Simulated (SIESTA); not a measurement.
A run of SIESTA 5.4.2 is set up as follows.

File Al3Ag.fdf:

```
SystemName                      Al3Ag
SystemLabel                     Al3Ag
NumberOfSpecies                 2
NumberOfAtoms                   4
%block ChemicalSpeciesLabel
  1  47 Ag
  2  13 Al
%endblock ChemicalSpeciesLabel

LatticeConstant                 1.0 Ang
%block LatticeVectors
     4.0815130000     0.0000000000     0.0000000000
     0.0000000000     4.0815130000     0.0000000000
     0.0000000000     0.0000000000     4.0815130000
%endblock LatticeVectors
AtomicCoordinatesFormat         Fractional
%block AtomicCoordinatesAndAtomicSpecies
     0.0020780000     0.0008730000     0.0054030000  1  Ag
     0.4952130000     0.4925950000     0.0062420000  2  Al
     0.5014360000     0.0152030000     0.4972780000  2  Al
    -0.0124390000     0.4971330000     0.4990030000  2  Al
%endblock AtomicCoordinatesAndAtomicSpecies

%block kgrid.MonkhorstPack
    7   0   0  0.0
    0   7   0  0.0
    0   0   7  0.0
%endblock kgrid.MonkhorstPack
XC.Functional                   GGA
XC.Authors                      PBEsol
PAO.BasisSize                   DZP
PAO.EnergyShift                 0.003 Ry
Mesh.Cutoff                     800 Ry
OccupationFunction              FD
ElectronicTemperature           0.05 eV
MaxSCFIterations                120
SCF.MustConverge                false
SCF.Mixer.Method                Pulay
SCF.Mixer.Weight                0.25
SCF.Mixer.History               8
SCF.DM.Tolerance                5.0e-05
SCF.H.Tolerance                 1.0e-03 eV
WriteForces                     true
Charge.Mulliken                 end
%block PAO.Basis
  Ag 5
  n=4 0 2
    2.721 0.000
  n=5 0 2
    7.906 0.000
  n=4 1 2
    3.101 0.000
  n=5 1 1
    7.906
  n=4 2 2
    5.119 0.000
%endblock PAO.Basis
```

Potentials or basis: PseudoDojo 0.4 standard (PBEsol files), DZP (energy shift 0.003 Ry; two zetas on semicore shells).

Launch:

```console
$ siesta Al3Ag.fdf > Al3Ag.out 2>&1
```

Problem. Predict the pressure.

Solution. -3.3 GPa.

Problem. Estimate the largest force.

Solution. 0.404 eV/Å.

Problem. Estimate the band gap on the k mesh.

Solution. None (metal or under the smearing width).

Stress tensor (GPa, compression positive):
```
-3.32  0.19  0.04
 0.19 -3.28 -0.11
 0.04 -0.11 -3.35
```

Caveat: short orbitals over semicore shells can move pressures by several GPa; the basis of atomic orbitals isn't converged, which shifts pressures, moduli and gaps.
